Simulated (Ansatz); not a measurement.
What does this script print? It uses Ansatz 0.2.0 through its Python package.

The script reads `ash3osi.xyz`:
```text
6

O     0.74220   -1.07530    0.14230
Si   -0.33850    0.02540   -0.73440
As   -0.29140   -0.31560    1.53450
H    -1.27890   -0.71860   -1.47990
H     0.41380    1.18330   -1.25550
H     0.79490    0.83670    1.74670
```

`run_cas.py`
```python
# -*- coding: utf-8 -*-
"""Active-space calculation on AsH3OSi."""

import ansatz as az

geometry = az.Crystal.molecule_from_extxyz("ash3osi.xyz")

job = (
    geometry.calculation()
    .basis(gaussian="def2-SVP")
    .correlation(active_electrons=2, active_orbitals=3)
)
for method in [None, "sc_nevpt2"]:
    rep = (job if method is None else job.correlation(method)).run(threads=1, pin="off").report
    space = rep["configurations"]
    state = space["states"][0]
    print(method or "casscf", f"total {rep['free_energy_ev'] / 27.211386246:.6f} Ha, active-space state {state['energy']['hartree']:.6f} Ha, mean field {rep['reference_energy_ev'] / 27.211386246:.6f} Ha")
    print("  determinants", state["n_determinants"], " natural occupations", [round(n, 3) for n in space["natural_occupations"]])
```

Running `python run_cas.py` prints:
```text
casscf total -2599.306376 Ha, active-space state -2599.306376 Ha, mean field -2599.279742 Ha
  determinants 9  natural occupations [1.956, 0.043, 0.001]
RunWarning: the results are in doubt because another end's mean lies 0.257 eV lower, and its corrected mean 0.125 eV higher
sc_nevpt2 total -2599.798127 Ha, active-space state -2599.296933 Ha, mean field -2599.279742 Ha
  determinants 9  natural occupations [1.954, 0.038, 0.007]
```
(Warnings from the package without file and line.)

What to keep in mind:
- Total energies depend on the basis set; only differences at equal settings carry meaning.
- The geometry is a force-field or estimated start, not a minimum of this method, and the basis set is short of its limit. The active space starts as a window about the frontier orbitals and is then optimised, not chosen by chemistry.
- A lower CASSCF solution was found and passed over, so the printed active-space state isn't the lowest.
- The whole script took 22 s on 1 thread of Arm Neoverse V2, with other jobs on the host, peak memory 0.25 GiB.

(Lines on the test bed's own set-up are left out of the output.)
